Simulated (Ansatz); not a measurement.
# NiMoIrPdW (P3m1) in Ansatz: equation of state

Aim: energy against volume of NiMoIrPdW in PBE, for its equilibrium volume and stiffness.

Everything below comes from runs of Ansatz 0.2.0. Logs are shortened: lines on timing, memory, paths and dates and some standing lists are left out, and cuts for length are marked.

## (1) Starting point

The structure is trigonal, space group P3m1 (No. 156). Conventional cell: a = 4.147 Å, b = 4.147 Å, c = 5.416 Å, α = 90.00°, β = 90.00°, γ = 120.00°. Ni (site symmetry 3m) is surrounded by 3 W at 2.40 Å and 3 Ir at 2.71 Å. Around Mo (site symmetry 3m) lie 1 W at 2.49 Å and 3 Ir at 2.64 Å and 3 Pd at 2.85 Å. Pd (site symmetry 3m) is surrounded by 2 Ir at 2.65 to 2.76 Å and 3 W at 2.76 Å and 3 Ni at 2.82 Å and 3 Mo at 2.85 Å. Around Ir (site symmetry 3m) lie 3 Mo at 2.64 Å and 2 Pd at 2.65 to 2.76 Å and 3 Ni at 2.71 Å and 3 W at 2.77 Å. Around W (site symmetry 3m) lie 3 Ni at 2.40 Å and 1 Mo at 2.49 Å.

The cell was built by a generator and needn't be a form met in nature.

## (2) Single point, PBE, collinear spin, ferromagnetic start, 15.16 Å³/atom (volume scaled by 0.94)

File input.yaml:

```yaml
crystal:
  lattice:
    - [4.062049717, 0.0, 0.0]
    - [-2.0310248585, 3.5178406543, 0.0]
    - [0.0, 0.0, 5.3057224448]
  atoms:
    - { symbol: Ni, position: [0.0, 0.0, 0.02221], spin: 1.0 }
    - { symbol: Mo, position: [0.66667, 0.33333, 0.45996], spin: 1.0 }
    - { symbol: Pd, position: [0.33333, 0.66667, 0.74601] }
    - { symbol: Ir, position: [0.33333, 0.66667, 0.25641], spin: 0.6 }
    - { symbol: W, position: [0.66667, 0.33333, 0.99985] }
hamiltonian:
  xc: pbe
  pseudopotentials: { kind: paw }
magnetization:
  spin_polarized: true
kpoints:
  mp_grid: { grid: [7, 7, 5] }
scf:
  occupations: { method: fermi_dirac, width: 0.05 }
output:
  forces: true
  stress: true
  eigenvalues: true
```

Potentials or basis: Ansatz PAW.

The run is started by

```
ansatz run input.yaml --threads 8 --pin off --max-ram 20480MiB --backend cpu --events-out ev --progress --plain --runs-dir out
```

What it wrote:

```text
Warning: the atoms were moved onto the symmetric positions of the space group found under crystal.symmetry.tolerance 1.0e-5 (fractional; no operation is sought that the atoms, as they stand in a round, miss by more than twice it, and no atom is moved by as much as it), and the run uses the moved positions. Before a round's move an operation carried an atom to 4.06e-5 Å from where it should land, the largest such distance. Atom 1 (counting from 0) moved farthest, by 2.35e-5 Å; the longest move in fractions of the cell, of whichever atom, is 0.47 of the tolerance, in 1 round. To run the atoms as typed, lower crystal.symmetry.tolerance until the operations that they miss are no longer found, or set crystal.symmetry.detect: false (a key that needs symmetry detection or time reversal refuses this as the deck is read). The positions used, in the order of the run's atom list: position: [0.0, 0.0, 0.02221]; position: [0.6666666666666666, 0.3333333333333333, 0.45996]; position: [0.3333333333333333, 0.6666666666666666, 0.74601]; position: [0.3333333333333333, 0.6666666666666666, 0.25641]; position: [0.6666666666666666, 0.3333333333333333, 0.99985]; The lattice was moved too: crystal.lattice, of which some number shows no typed digit to judge by, misses the space group found at crystal.symmetry.tolerance 1.0e-5 by more than rounding, which is why this is a warning: the operation that it misses by the most changes a squared length by the fraction 1.19e-6, and from 1e-6 on that is taken for a strain and not for rounding. The run uses the lattice that is a stretch of the typed one, with no rotation, onto the one that keeps every operation to a double's rounding (on a very oblique basis the stretch itself rounds by more); the deck's lattice vector that moved farthest moved by 1.39e-6 Å. To run the lattice as typed, set crystal.symmetry.tolerance under 1.18e-6, the least fraction by which an operation that the lattice misses changes a squared length (the same key also sets how far an atom may lie from its image, so lowering it can lose operations that the atoms keep only within it), or set crystal.symmetry.detect: false, as for the atoms. crystal.lattice made exact, in Å and degrees: [[4.062051107226552, 0.0, 0.0], [-2.031025553613276, 3.5178394503289008, 0.0], [0.0, 0.0, 5.3057224448]]. Pasted over the deck's crystal.lattice, beside positions in fractional coordinates, it runs the same cell (given as lengths and angles, that cell in the form's own orientation, a rigid turn of the misfit's size from the one run here, for which a checkpoint.post_process_only pass over this run's state can be refused: where this run relaxes nothing, give such a pass this deck's own crystal.lattice, as typed; behind a relaxation, as crystal.lattice, the state's own cell, identity.cell in its checkpoint.json), and a matrix so pasted ends this notice, except on a very skew basis of the lattice, where the rounding of the pasted numbers themselves can read as a misfit: the cell is then moved again, and that move is told again. The lattice as run is in this notice's lattice.as_run_ang field (Run.prep()["deck_notices"] in Python, the deck_notice line of an events file, deck_notices of ansatz run --dry-run=json, or deck_notices in record.json in the deck's checkpoint.write directory).
Warning: RAYON_NUM_THREADS=8 ignored (pool sized by the plan → 8); use --threads N
Engine: ansatz 0.2.0, aarch64-unknown-linux-gnu
Pseudopotentials: kind: paw
Pseudopotential: Ni, paw, valence charge 18, recommended cutoff 420 eV (normal), Ni.paw.azcp
Pseudopotential: Mo, paw, valence charge 14, recommended cutoff 420 eV (normal), Mo.paw.azcp
Pseudopotential: Pd, paw, valence charge 18, recommended cutoff 420 eV (normal), Pd.paw.azcp
Pseudopotential: Ir, paw, valence charge 17, recommended cutoff 420 eV (normal), Ir.paw.azcp
Pseudopotential: W, paw, valence charge 14, recommended cutoff 420 eV (normal), W.paw.azcp
Functional definition: PBE
  parameter kappa = 0.804
  parameter beta = 0.06672455060314922
  exchange = pbe_x(kappa = kappa, mu = beta*pi^2/3)
[... 66 lines left out ...]
  E_ewald      = -10637.580988
  E_smearing   = -0.019905  (= −TS)
  E_closure    = 0.000000  (closes the sum)
  Σ components = -40087.642798   (vs F -40087.642798, Δ=0.00e0)
--- Forces (eV/Å), atoms counted from 1 ---
  atom   1  Ni    -0.00000000    -0.00000000     0.00978115
  atom   2  Mo     0.00000000     0.00000000     0.98282106
  atom   3  Pd    -0.00000000    -0.00000000    -0.11006719
  atom   4  Ir    -0.00000000    -0.00000000    -0.07846696
  atom   5  W     -0.00000000     0.00000000    -0.80417426
  max |Σ_I F_I| component: 1.06e-4 eV/Å
--- Stress (GPa, compression-positive) ---
       15.904163       0.000000       0.000000
        0.000000      15.904163       0.000000
        0.000000       0.000000      16.477626
  P = ⅓ Tr σ = 16.0953 GPa (160.953 kbar)
--- Band table (eV; the first three rows and the last of 64) ---
  k-point 0 ↑: bands = ["-83.3025", "-72.1845", "-64.9997", "-53.8798", "-43.8293", "-43.8293", "-43.4847", "-40.8267", "-30.7502", "-30.7140", "-30.7140", "-29.1115", "-29.1115", "-29.0228", "-18.3619", "-18.2049", "-18.2049", "-14.9460", "-14.9460", "-14.7557", "11.3526", "14.1886", "14.5106", "14.5106", "14.7521", "14.7521", "16.2361", "16.2907", "16.2907", "16.6040", "17.6999", "17.6999", "17.7669", "17.9481", "17.9481", "18.4494", "18.4494", "18.6696", "18.6696", "19.3920", "21.0977", "21.0977", "22.4176", "22.4176", "22.8711", "23.2444", "23.2444", "27.1754", "28.3199", "28.7577", "28.7577"]
  k-point 1 ↑: bands = ["-83.3025", "-72.1845", "-64.9997", "-53.8798", "-43.8293", "-43.8293", "-43.4847", "-40.8270", "-30.7425", "-30.7139", "-30.7139", "-29.1117", "-29.1117", "-29.0320", "-18.3334", "-18.2046", "-18.2046", "-14.9467", "-14.9467", "-14.7983", "11.5846", "14.5072", "14.6267", "14.6267", "14.9171", "14.9171", "15.5213", "16.1468", "16.1468", "16.8321", "17.0840", "17.0840", "18.0109", "18.0109", "18.0840", "18.6359", "18.6359", "19.0288", "19.0288", "19.2164", "21.0632", "21.0632", "22.2486", "22.2486", "22.5815", "22.9921", "22.9921", "26.6182", "28.3948", "29.2931", "29.2931"]
  k-point 2 ↑: bands = ["-83.3025", "-72.1845", "-64.9997", "-53.8797", "-43.8293", "-43.8293", "-43.4847", "-40.8275", "-30.7300", "-30.7138", "-30.7138", "-29.1119", "-29.1119", "-29.0470", "-18.2859", "-18.2040", "-18.2040", "-14.9478", "-14.9478", "-14.8685", "12.0750", "14.6000", "14.9429", "14.9429", "15.2171", "15.2171", "15.3784", "15.9147", "15.9147", "16.3205", "16.3205", "16.4245", "18.0255", "18.0255", "18.6618", "18.7159", "18.7159", "19.3872", "19.5730", "19.5730", "20.9953", "20.9953", "21.2610", "21.9090", "21.9090", "22.6742", "22.6742", "26.8913", "28.5818", "29.3941", "30.2761"]
  k-point 31 ↓: bands = ["-83.3026", "-72.1844", "-64.9996", "-53.8814", "-43.8298", "-43.8253", "-43.4848", "-40.8280", "-30.7312", "-30.7159", "-30.7146", "-29.1173", "-29.1089", "-29.0513", "-18.2797", "-18.2176", "-18.2062", "-14.9609", "-14.9524", "-14.8606", "14.3212", "14.5541", "14.9874", "15.2795", "15.8092", "15.8932", "16.0383", "16.2621", "16.5242", "16.6032", "16.7709", "16.9238", "17.4641", "17.6464", "18.0089", "18.0787", "18.1371", "18.4088", "19.1017", "19.4376", "20.4101", "20.7485", "21.1816", "21.4789", "22.0360", "22.3434", "22.6726", "23.1354", "24.3329", "24.4258", "26.2370"]
```

It took 6.7 s on 8 threads of Arm Neoverse V2, shared host; peak memory 0.63 GiB.

What came out:

* Free energy: -40087.6428 eV
* Pressure: 16.1 GPa
* Largest force: 0.983 eV/Å
* Band gap on the k mesh: none (metal or under the smearing width)
* Net moment: 0.00 μB per cell
* Absolute moment: 0.00 μB per cell

Caveat: the starting moments weren't kept.

## (3) Single point, PBE, collinear spin, ferromagnetic start, 15.49 Å³/atom (volume scaled by 0.96)

input.yaml, as its differences from that of step 2:

```diff
@@ -2,5 +2,5 @@
   lattice:
-    - [4.062049717, 0.0, 0.0]
-    - [-2.0310248585, 3.5178406543, 0.0]
-    - [0.0, 0.0, 5.3057224448]
+    - [4.0906566435, 0.0, 0.0]
+    - [-2.0453283217, 3.5426149963, 0.0]
+    - [0.0, 0.0, 5.3430879184]
   atoms:
```

Potentials or basis: Ansatz PAW.

The run is started by

```
ansatz run input.yaml --threads 8 --pin off --max-ram 20480MiB --backend cpu --events-out ev --progress --plain --runs-dir out
```

Run time: 7 s. Hardware: 8 threads of Arm Neoverse V2, shared host; peak memory 0.64 GiB.

Results (log left out):

```yaml
Free_energy: -40087.7741 eV
Pressure: 10.1 GPa
Largest_force: 0.687 eV/Å
Band_gap_on_the_k_mesh: none (metal or under the smearing width)
Net_moment: 0.00 μB per cell
Absolute_moment: 0.00 μB per cell
```

Caveat: the starting moments weren't kept.

## (4) Single point, PBE, collinear spin, ferromagnetic start, 15.81 Å³/atom (volume scaled by 0.98)

input.yaml, as its differences from that of step 3:

```diff
@@ -2,5 +2,5 @@
   lattice:
-    - [4.0906566435, 0.0, 0.0]
-    - [-2.0453283217, 3.5426149963, 0.0]
-    - [0.0, 0.0, 5.3430879184]
+    - [4.1188689601, 0.0, 0.0]
+    - [-2.05943448, 3.5670475959, 0.0]
+    - [0.0, 0.0, 5.3799379651]
   atoms:
```

The run is started by

```
ansatz run input.yaml --threads 8 --pin off --max-ram 20480MiB --backend cpu --events-out ev --progress --plain --runs-dir out
```

Wall time 6.7 s (8 threads of Arm Neoverse V2, shared host); peak memory 0.64 GiB.

It converged, with:

```yaml
Free_energy: -40087.8483 eV
Pressure: 4.7 GPa
Largest_force: 0.413 eV/Å
Band_gap_on_the_k_mesh: none (metal or under the smearing width)
Net_moment: 0.00 μB per cell
Absolute_moment: 0.00 μB per cell
```

Caveat: the starting moments weren't kept.

## (5) Single point, PBE, collinear spin, ferromagnetic start, 16.13 Å³/atom

input.yaml, as its differences from that of step 4:

```diff
@@ -2,5 +2,5 @@
   lattice:
-    - [4.1188689601, 0.0, 0.0]
-    - [-2.05943448, 3.5670475959, 0.0]
-    - [0.0, 0.0, 5.3799379651]
+    - [4.1467, 0.0, 0.0]
+    - [-2.07335, 3.59115, 0.0]
+    - [0.0, 0.0, 5.41629]
   atoms:
@@ -24 +24,5 @@
   eigenvalues: true
+  write_density: true
+  write_potential: true
+  elf: true
+  volumetric_format: npy
```

The run is started by

```
ansatz run input.yaml --threads 8 --pin off --max-ram 20480MiB --backend cpu --events-out ev --progress --plain --runs-dir out
```

Wall time 9.2 s (8 threads of Arm Neoverse V2, shared host); peak memory 0.68 GiB.

The run converged. Its results:

```yaml
Free_energy: -40087.8716 eV
Pressure: 0.0 GPa
Largest_force: 0.158 eV/Å
Band_gap_on_the_k_mesh: none (metal or under the smearing width)
Net_moment: 0.00 μB per cell
Absolute_moment: 0.00 μB per cell
```

Caveat: the starting moments weren't kept.

## (6) Single point, PBE, collinear spin, ferromagnetic start, 16.45 Å³/atom (volume scaled by 1.02)

input.yaml, as its differences from that of step 5:

```diff
@@ -2,5 +2,5 @@
   lattice:
-    - [4.1467, 0.0, 0.0]
-    - [-2.07335, 3.59115, 0.0]
-    - [0.0, 0.0, 5.41629]
+    - [4.1741623897, 0.0, 0.0]
+    - [-2.0870811949, 3.6149331434, 0.0]
+    - [0.0, 0.0, 5.4521605156]
   atoms:
@@ -24,5 +24 @@
   eigenvalues: true
-  write_density: true
-  write_potential: true
-  elf: true
-  volumetric_format: npy
```

Potentials or basis: Ansatz PAW.

The run is started by

```
ansatz run input.yaml --threads 8 --pin off --max-ram 20480MiB --backend cpu --events-out ev --progress --plain --runs-dir out
```

Run time: 7.4 s. Hardware: 8 threads of Arm Neoverse V2, shared host; peak memory 0.65 GiB.

The run converged. Its results:

```
Free energy            : -40087.8495 eV
Pressure               : -4.3 GPa
Largest force          : 0.083 eV/Å
Band gap on the k mesh : none (metal or under the smearing width)
Net moment             : 0.00 μB per cell
Absolute moment        : 0.00 μB per cell
```

Caveat: the starting moments weren't kept.

## (7) Single point, PBE, collinear spin, ferromagnetic start, 16.78 Å³/atom (volume scaled by 1.04)

input.yaml, as its differences from that of step 6:

```diff
@@ -2,5 +2,5 @@
   lattice:
-    - [4.1741623897, 0.0, 0.0]
-    - [-2.0870811949, 3.6149331434, 0.0]
-    - [0.0, 0.0, 5.4521605156]
+    - [4.2012680998, 0.0, 0.0]
+    - [-2.1006340499, 3.638407393, 0.0]
+    - [0.0, 0.0, 5.4875651473]
   atoms:
```

The run is started by

```
ansatz run input.yaml --threads 8 --pin off --max-ram 20480MiB --backend cpu --events-out ev --progress --plain --runs-dir out
```

Wall time 8.2 s (8 threads of Arm Neoverse V2, shared host); peak memory 0.65 GiB.

The run converged. Its results:

* Free energy: -40087.7869 eV
* Pressure: -8.1 GPa
* Largest force: 0.300 eV/Å
* Band gap on the k mesh: none (metal or under the smearing width)
* Net moment: 0.00 μB per cell
* Absolute moment: 0.00 μB per cell

Caveat: the starting moments weren't kept.

## (8) Single point, PBE, collinear spin, ferromagnetic start, 17.10 Å³/atom (volume scaled by 1.06)

input.yaml, as its differences from that of step 7:

```diff
@@ -2,5 +2,5 @@
   lattice:
-    - [4.2012680998, 0.0, 0.0]
-    - [-2.1006340499, 3.638407393, 0.0]
-    - [0.0, 0.0, 5.4875651473]
+    - [4.2280284907, 0.0, 0.0]
+    - [-2.1140142454, 3.6615825872, 0.0]
+    - [0.0, 0.0, 5.522518734]
   atoms:
```

The run is started by

```
ansatz run input.yaml --threads 8 --pin off --max-ram 20480MiB --backend cpu --events-out ev --progress --plain --runs-dir out
```

Run time: 8.1 s. Hardware: 8 threads of Arm Neoverse V2, shared host; peak memory 0.66 GiB.

The run converged. Its results:

| Quantity | Value |
| --- | --- |
| Free energy | -40087.6882 eV |
| Pressure | -11.5 GPa |
| Largest force | 0.506 eV/Å |
| Band gap on the k mesh | none (metal or under the smearing width) |
| Net moment | 0.00 μB per cell |
| Absolute moment | 0.00 μB per cell |

Caveat: the starting moments weren't kept.

## (9) Equation of state, PBE, collinear spin, ferromagnetic start

Potentials or basis: Ansatz PAW.

This step only gathers the single runs of the series.

Results:

| Quantity | Value |
| --- | --- |
| Equilibrium volume | 16.13 Å³/atom |
| Bulk modulus at fixed shape and positions | 225 GPa |
| Pressure derivative of the bulk modulus | 4.7 |

Energy against volume, from the lowest point:
| volume (Å³/atom) | energy (meV/atom) |
| --- | --- |
| 15.163 | 45.77 |
| 15.486 | 19.51 |
| 15.809 | 4.66 |
| 16.131 | 0.00 |
| 16.454 | 4.42 |
| 16.777 | 16.95 |
| 17.099 | 36.68 |

Caveat: the cell was scaled at fixed shape and fractional positions, which overstates the stiffness of a crystal with free parameters, most of all of layers and chains. The run has no spin-orbit coupling, so splittings on Ir, W are missing.
